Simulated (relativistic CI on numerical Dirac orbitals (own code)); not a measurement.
# Mn XV (Mn¹⁴⁺): levels and lines

Aim: the low levels of Mn¹⁴⁺, their labels and the strongest lines; further runs change one setting each.

Method: Dirac-Coulomb-Breit CI, KLI orbitals optimised for each configuration, model QED (radiative potential, 1s self-energy scaled to tabulated hydrogen-like ionisation energies). Code: relativistic CI on numerical Dirac orbitals (own code) version 2.

## (1) The system

```
ion                       : Mn¹⁴⁺ (Mn XV)
nuclear charge            : 25
electrons                 : 11
isotope                   : A = 55
first configuration typed : [Ne] 3s
```

The outer shells:

first configuration typed
```
[Ne] core
3s [↑ ]
```

## (2) The main run

Settings of the run:

```ini
atom Mn  Z=25  charge=14  electrons=11
nucleus A=55  rms_radius_fm=3.7057
hamiltonian dirac-coulomb  breit=on  qed=on  c_scale=1
orbitals kli  potential=per-configuration
slater_scale 1
correlation none
mixing on
configurations
  [Ne] 3s
  [Ne] 3p
  [Ne] 3d
  [Ne] 4s
  [Ne] 4p
  [Ne] 4d
  [Ne] 4f
  [Ne] 5s
  [Ne] 5p
  [Ne] 5d
  [Ne] 5f
  [Ne] 5g
  [Ne] 6s
  [Ne] 6p
  [Ne] 6d
end
```

## (3) Correlation estimate p86

Settings: those of step 2 with these lines changed.

```diff
@@ -5,3 +5,3 @@
 slater_scale 1
-correlation none
+correlation p86
 mixing on
```

## (4) Without the Breit term

Settings: those of step 3 with these lines changed.

```diff
@@ -2,6 +2,6 @@
 nucleus A=55  rms_radius_fm=3.7057
-hamiltonian dirac-coulomb  breit=on  qed=on  c_scale=1
+hamiltonian dirac-coulomb  breit=off  qed=on  c_scale=1
 orbitals kli  potential=per-configuration
 slater_scale 1
-correlation p86
+correlation none
 mixing on
```

## (5) The first 3 configurations alone

Settings of the run:

```ini
atom Mn  Z=25  charge=14  electrons=11
nucleus A=55  rms_radius_fm=3.7057
hamiltonian dirac-coulomb  breit=on  qed=on  c_scale=1
orbitals kli  potential=per-configuration
slater_scale 1
correlation none
mixing on
configurations
  [Ne] 3s
  [Ne] 3p
  [Ne] 3d
end
```

(Steps that only read results are left out.)

Before running it: what results should come out? Wanted: lowest level; first excitation; lowest level of the other parity; fastest E1 line; ionisation energy.

**Answer**, as computed:

| run | time | mean size of shift, levels followed (cm⁻¹) | lowest level | ionisation energy (eV) |
| --- | --- | --- | --- | --- |
| main run | 0.28 s | 0 | 3s 2S1/2 | 434.49 |
| correlation estimate p86 | 0.28 s | 1216 | 3s 2S1/2 | 434.71 |
| without the Breit term | 0.22 s | 595 | 3s 2S1/2 | 434.60 |
| the first 3 configurations alone | 0.049 s | 9.9 | 3s 2S1/2 | - |

The semi-empirical ionisation energy (NIST) is 435.172 eV.

```
                                     quantity                     value
                                 lowest level                  3s 2S1/2
                             first excitation    3p 2P°1/2, 260501 cm⁻¹
             lowest level of the other parity    3p 2P°1/2, 260501 cm⁻¹
                          levels in the model                        26
fastest E1 line (by rate) to the lowest level  5.637 nm, from 4p 2P°3/2
                            ionisation energy                 434.49 eV
     ionisation energy, semi-empirical (NIST)                435.172 eV
```

In words: 3s 2S1/2 comes out lowest; its LS label holds 100 % and its jj label 100 %; over the low levels the means are 100 and 100 %, so both schemes do about equally well. Against the semi-empirical ionisation energy the result lies 0.16 % low. The largest mover is «correlation estimate p86» (1216 cm⁻¹ on average). Lifetimes count radiative decay inside the model alone.
